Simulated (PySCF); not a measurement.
**SeO₂H₂: structure of the singlet**

The task is one start of a wider search on SeO₂H₂: the singlet, from a square planar (ligand arrangement 2) start. It is relaxed, tested by its Hessian and followed downhill if it is a saddle.

The runs use PySCF 2.14.0; PBE0, basis Se def2-TZVP, O def2-TZVP, H def2-TZVP, no relativity, density fitting.

## 1. The system as given

5 atoms, charge 0, spin multiplicity 1.

Bond lengths: Se1–O2 1.640 Å, Se1–O3 1.640 Å, Se1–H4 1.480 Å, Se1–H5 1.480 Å. Angles: O2–Se1–O3 180.0°, O2–Se1–H4 90.0°, O2–Se1–H5 90.0°, O3–Se1–H4 90.0°, O3–Se1–H5 90.0°, H4–Se1–H5 180.0°.

```xyz
5
charge 0 multiplicity 1
Se    0.0000    0.0000    0.0000
O     0.0000    1.6400    0.0000
O     0.0000   -1.6400    0.0000
H     1.4800    0.0000    0.0000
H    -1.4800    0.0000    0.0000
```

## 2. Square planar (ligand arrangement 2) start, singlet: relaxation

One driver script runs all steps and calls PySCF; scf.py shows how it sets up the SCF of each step. The optimiser is the driver's own. Before each start the driver seeks the lowest SCF state from one or more starting densities and follows internal instabilities, so scf.py alone need not reach the same state.

The program finds D2h symmetry in the start, which this walk keeps. The walk stops when the largest gradient is under 0.0003 Eh/bohr and the energy has settled too.

scf.py reads:

```python
from pyscf import gto, scf, dft
mol = gto.M(atom='''
Se     0.000000     0.000000     0.000000
O      0.000000     1.640000    -0.000000
O     -0.000000    -1.640000     0.000000
H      1.480000    -0.000000     0.000000
H     -1.480000     0.000000    -0.000000''',
    basis={'Se': 'def2-TZVP', 'O': 'def2-TZVP', 'H': 'def2-TZVP'},
    charge=0, spin=0)
mf = dft.RKS(mol, xc='PBE0')
mf.grids.atom_grid = (50, 194)
aux = {'Se': 'def2-universal-JKFIT', 'O': 'def2-universal-JKFIT', 'H': 'def2-universal-JKFIT'}
mf = mf.density_fit(auxbasis=aux)
mf.kernel()
```

After this run come: Is it a minimum? Harmonic modes; Following the imaginary mode; Vibrations and properties at this point.

What does the calculation give? Wanted: minimum; geometry; wavenumbers; dipole moment; highest occupied, lowest empty level; polar-tensor charge of Se1; zero-point energy; atomisation energy.

As calculated:

```
                                 quantity                                                                                         value
                                  minimum                                                                                  singlet, C2v
                                 geometry         Se–H 1.501 Å (×2), Se–O 1.600 Å (×2); H–Se–H 99.3°, H–Se–O 108.2° (×4), O–Se–O 122.4°
                       wavenumbers (cm⁻¹)  336 (a1), 630 (b1), 820 (a2), 966 (b2), 969 (a1), 1052 (b2), 1067 (a1), 2233 (b1), 2243 (a1)
                            dipole moment                                                                                        3.96 D
     highest occupied, lowest empty level                                                                               -9.06, -1.06 eV
               polar-tensor charge of Se1                                                                                       +1.65 e
                        zero-point energy                                                                                   61.7 kJ/mol
                      entropy at 298.15 K                                                                               267.6 J/(mol K)
atomisation energy (no zero-point energy)                                                                                   1176 kJ/mol
```

The square planar (ligand arrangement 2) start (D2h) ends in a minimum of C2v symmetry, after a stop at a saddle point 242.0 kJ/mol higher, from which it was pushed off along an imaginary mode. The strongest infrared band lies at 1052 cm⁻¹ (b2, stretch). Other starts or spin states, not run here, may lie lower.
